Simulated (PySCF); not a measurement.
# GeSiH4O2 (SMILES [OH][Ge][O][SiH3]) at 6 levels

We compute a comparison of 6 runs (HF/STO-3G, HF/3-21G, B3LYP/def2-SVP, BHLYP/def2-SVP, wB97X/def2-SVP, SCS-MP2/def2-SVP) of GeSiH4O2. Input form: a Python script.

The results are computed with PySCF 2.14.0.

1 further run of the same task is left out (set aside as unsound or not needed).

**1. Starting point**

GeSiH4O2 has 8 atoms, charge 0, and is taken as a singlet. As SMILES, `[OH][Ge][O][SiH3]`. The Si4–H6 distance was set to 2.674 Å, away from the relaxed value. At this shape a bond of the SMILES string is far longer than usual.

Bond lengths: O1–Ge2 1.774 Å, Ge2–O3 1.800 Å, O3–Si4 1.640 Å, O1–H5 0.964 Å, Si4–H7 1.490 Å, Si4–H8 1.486 Å. Angles: O1–Ge2–O3 96.3°, Ge2–O3–Si4 137.6°, Ge2–O1–H5 112.5°, O3–Si4–H7 110.8°, O3–Si4–H8 109.6°, H7–Si4–H8 108.8°.

**2. A single-point energy at HF/STO-3G (run 1)**

File calc.py:

```python
from pyscf import gto, scf

molecule = gto.Mole()
molecule.atom = '''
O    2.474780   2.336426   0.650201
Ge   2.688580   0.733726  -0.080699
O    1.148980   0.031326   0.531701
Si   0.349580  -1.397974   0.444101
H    1.651880   2.408426   1.147301
H   -2.046000  -1.018000  -0.682500
H    1.113280  -2.383574  -0.371999
H    0.163880  -1.949674   1.811001
'''
molecule.verbose = 4
molecule.basis = 'sto-3g'
molecule.charge = 0
molecule.max_memory = 1860
molecule.spin = 0
molecule.build()

calc0 = scf.RHF(molecule)
calc0.conv_tol = 1e-10
calc0.kernel()
if not calc0.converged:
    calc0 = calc0.newton().run(calc0.mo_coeff, calc0.mo_occ)

e_final = calc0.e_tot
print('E = %.10f Eh' % e_final)
```

Started as:

```console
$ OMP_NUM_THREADS=1 python calc.py
```

The program printed:

```text
PySCF version 2.14.0

[... 66 lines left out ...]
converged SCF energy = -2487.15312127512
E = -2487.1531212751 Eh
```

Wall time 0.91 s (1 thread of Intel Xeon at 2.70GHz, shared host); peak memory 0.1 GiB.

**3. A single-point energy at HF/3-21G (run 2)**

File input.py:

```python
from pyscf import gto

molecule = gto.Mole()
molecule.atom = [
    ('O', (2.474780, 2.336426, 0.650201)),
    ('Ge', (2.688580, 0.733726, -0.080699)),
    ('O', (1.148980, 0.031326, 0.531701)),
    ('Si', (0.349580, -1.397974, 0.444101)),
    ('H', (1.651880, 2.408426, 1.147301)),
    ('H', (-2.046000, -1.018000, -0.682500)),
    ('H', (1.113280, -2.383574, -0.371999)),
    ('H', (0.163880, -1.949674, 1.811001)),
]
molecule.verbose = 4
molecule.basis = '3-21g'
molecule.max_memory = 1860
molecule.build()

myscf = molecule.RHF()
myscf.conv_tol = 1e-10
myscf.kernel()
if not myscf.converged:
    myscf = myscf.newton().run(myscf.mo_coeff, myscf.mo_occ)

e_final = myscf.e_tot
print('E(%s) = %.9f' % ('HF', e_final))
```

Started as:

```console
$ OMP_NUM_THREADS=1 python input.py
```

The program printed:

```text
PySCF version 2.14.0

[... 64 lines left out ...]
converged SCF energy = -2503.93519107533
E(HF) = -2503.935191075
```

Run time: 1.1 s. Hardware: 1 thread of Intel Xeon at 2.70GHz, shared host; peak memory 0.13 GiB.

Run 3 isn't shown in full; the table further down has it.

**4. The energy at BHLYP/def2-SVP (run 4)**

File start.xyz:

```xyz
8

O      2.474780     2.336426     0.650201
Ge     2.688580     0.733726    -0.080699
O      1.148980     0.031326     0.531701
Si     0.349580    -1.397974     0.444101
H      1.651880     2.408426     1.147301
H     -2.046000    -1.018000    -0.682500
H      1.113280    -2.383574    -0.371999
H      0.163880    -1.949674     1.811001
```

File job.py:

```python
from pyscf import gto, dft

mol = gto.M(
    atom='start.xyz',
    basis='def2-svp',
    max_memory=1860,
    verbose=3,
    charge=0,
)

myscf = dft.RKS(mol, xc='bhandhlyp')
myscf.conv_tol = 1e-10
myscf.grids.level = 5
myscf.kernel()
if not myscf.converged:
    myscf = myscf.newton().run(myscf.mo_coeff, myscf.mo_occ)

e_final = myscf.e_tot
print(f'total energy: {e_final:.8f} hartree')
```

Started as:

```console
$ OMP_NUM_THREADS=1 python job.py
```

The program printed:

```text
converged SCF energy = -2518.73518258174
total energy: -2518.73518258 hartree
```

It took 29 s on 1 thread of Intel Xeon at 2.70GHz, shared host; peak memory 0.52 GiB.

Run 5 isn't shown in full; the table further down has it.

**5. A single-point energy at SCS-MP2/def2-SVP (run 6)**

File calc.py:

```python
from pyscf import gto, scf, mp

mol = gto.M(
    atom=[
    ('O', (2.474780, 2.336426, 0.650201)),
    ('Ge', (2.688580, 0.733726, -0.080699)),
    ('O', (1.148980, 0.031326, 0.531701)),
    ('Si', (0.349580, -1.397974, 0.444101)),
    ('H', (1.651880, 2.408426, 1.147301)),
    ('H', (-2.046000, -1.018000, -0.682500)),
    ('H', (1.113280, -2.383574, -0.371999)),
    ('H', (0.163880, -1.949674, 1.811001)),
],
    verbose=4,
    max_memory=1860,
    charge=0,
    basis='def2-svp',
)

hf = scf.RHF(mol)
hf.conv_tol = 1e-10
hf.kernel()
if not hf.converged:
    hf = hf.newton().run(hf.mo_coeff, hf.mo_occ)

pt = mp.MP2(hf, frozen=16).run()
energy = hf.e_tot + 1.2 * pt.e_corr_os + pt.e_corr_ss / 3
print(f'total energy: {energy:.8f} hartree')
```

Started as:

```console
$ OMP_NUM_THREADS=1 python calc.py
```

The program printed:

```text
PySCF version 2.14.0

[... 66 lines left out ...]
converged SCF energy = -2515.82676000837
[... 1 line left out ...]
******** <class 'pyscf.mp.mp2.RMP2'> ********
nocc = 17, nmo = 82
frozen orbitals 16
E(RMP2) = -2516.5199904705  E_corr = -0.693230462132561
E(SCS-RMP2) = -2516.50073554909  E_corr = -0.673975540717616
E_corr(same-spin) = -0.182193477509375
E_corr(oppo-spin) = -0.511036984623187
total energy: -2516.50073555 hartree
```

It took 2.9 s on 1 thread of Intel Xeon at 2.70GHz, shared host; peak memory 0.25 GiB.

**6. Overview of the runs**

```
run             level  integration grid  frozen core orbitals   energy (Eh)  dipole moment (D) of the reference  HOMO energy (eV)  LUMO energy (eV)  wall time
  1         HF/STO-3G                 –                     –  -2487.153121                                1.58             -5.12              4.08     0.91 s
  2          HF/3-21G                 –                     –  -2503.935191                                2.03             -8.75              0.90      1.1 s
  3    B3LYP/def2-SVP                 5                     –  -2518.912277                                2.19             -6.60             -2.58       30 s
  4    BHLYP/def2-SVP                 5                     –  -2518.735183                                2.38             -7.62             -1.52       29 s
  5    wB97X/def2-SVP                 5                     –  -2518.829581                                2.36             -8.92             -0.37       39 s
  6  SCS-MP2/def2-SVP                 –                    16  -2516.500736                                2.80             -8.91              0.78      2.9 s
```

**7. Results**

| quantity | value |
| --- | --- |
| run 6: total energy | -2516.50074 Eh |
| run 6: dipole moment (Hartree–Fock density) | 2.80 D |
| run 6: HOMO energy (Hartree–Fock orbitals) | -8.91 eV |
| run 6: LUMO energy (Hartree–Fock orbitals) | 0.78 eV |
| run 6: HOMO–LUMO gap (Hartree–Fock orbitals) | 9.69 eV |
| run 6: correlation energy (16 core orbitals frozen) | -674.0 mEh |

**Reading.** Over runs 1, 2, 3, 4, 5 the dipole moment (its size) runs from 1.58 D (HF/STO-3G) to 2.38 D (BHLYP/def2-SVP). The two ends differ in method and basis. Over runs 1, 2, 3, 4, 5 the HOMO–LUMO gap runs from 4.02 eV (B3LYP/def2-SVP) to 9.65 eV (HF/3-21G). Totals of different functionals can't be ranked against each other. In run 1 the basis is minimal, so the values are rough. In runs 1, 2, 3, 4, 5, 6 a closed-shell determinant meets a far-stretched bond, which it describes badly. All runs together took 1.7 min, the longest 39 s.
